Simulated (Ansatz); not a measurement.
# CHClGa (sextet): the correlation ladder, cc-pVDZ

The task here is to estimate one member of a computed series from the others.

The runs use Ansatz 0.2.0, Gaussian basis; cc-pVDZ, core rule «outside noble gas», up to 20 orbitals frozen.

The runs, in order: UHF; CCSD(T) on ROHF; CCSD(T) on UHF; BCCD(T) on ROHF; CISD; CCSDT(Q) on ROHF; CCSDT(Q) on UHF; CASSCF and MRCISD+Q, 13 electrons in 11 orbitals; CASSCF and NEVPT2, 13 electrons in 11 orbitals.

23 further runs of the same task are left out: 13 that didn't finish, 10 set aside as unsound or not needed.

## The system

The geometry is a PBE0/def2-TZVP stationary point (not a proven minimum) of the parent state, kept for this charge and spin. No spin-orbit coupling is included. The filled d shell of Ga may be among the frozen orbitals whatever the setting's name suggests; the logs give the count.

4 atoms, charge 0, spin multiplicity 6.

Atoms are counted from 1 here; the program's logs count them from 0.

Bond lengths: C1–Ga2 1.937 Å, C1–H4 1.088 Å, Ga2–Cl3 2.176 Å. Angles: Ga2–C1–H4 151.5°, C1–Ga2–Cl3 118.1°.

The first run:

The input, in.yaml:

```yaml
crystal:
  periodic: [false, false, false]
  atoms:
    - {symbol: C, position_ang: [0.000000, -0.932795, 1.886850]}
    - {symbol: Ga, position_ang: [0.000000, 0.371055, 0.454194]}
    - {symbol: Cl, position_ang: [0.000000, -0.357987, -1.596247]}
    - {symbol: H, position_ang: [0.000000, -1.960282, 2.243752]}
basis:
  gaussian: {orbitals: cc-pVDZ}
magnetization: {spin_polarized: true, initial_magnetization: 5}
hamiltonian: {xc: hf}
output: {orbitals: {seedname: orbitals}}
```

The run is started by

```console
> ansatz run in.yaml --threads 1 --pin off --events-out ev --progress --plain --max-ram 2393MiB
```

Among the steps run: UHF; CCSD(T) on ROHF; CCSD(T) on UHF; BCCD(T) on ROHF; CISD; CCSDT(Q) on ROHF; CCSDT(Q) on UHF; CASSCF and MRCISD+Q, 13 electrons in 11 orbitals; CASSCF and NEVPT2, 13 electrons in 11 orbitals.

One of the session's tables, all rows but one given; the rest of the session is left out.

```
           method  from UCCSDT(Q) (meV)
             ROHF               +7764.2
              UHF               +7412.0
             RMP2               +1264.5
             UMP2               +1271.8
            RCCSD                +207.6
            UCCSD                     ?
         RCCSD(T)                 +56.7
         UCCSD(T)                 +40.6
          BCCD(T)                 +56.5
           RCCSDT                 +27.2
           UCCSDT                 +10.7
        RCCSDT(Q)                 +16.3
        UCCSDT(Q)                     0
  CASSCF frontier               +6711.8
  NEVPT2 frontier               +1442.6
  MRCISD frontier                +667.8
MRCISD+Q frontier                 +83.0
```

**Question.** Estimate the row for UCCSD.

**Answer.** from UCCSDT(Q) (meV): +184.6. In the column «from UCCSDT(Q) (meV)» it lies between MRCISD+Q frontier (+83.0) and RCCSD (+207.6).

Not comparable, so not listed: CISD (they don't share determinant, frozen orbitals or solution with the rows shown, or repeat one).

To keep in mind: Restricted and unrestricted rows rest on different reference determinants; where their highest levels disagree by more than a few hundredths of an eV, they describe different states and don't form one ladder.
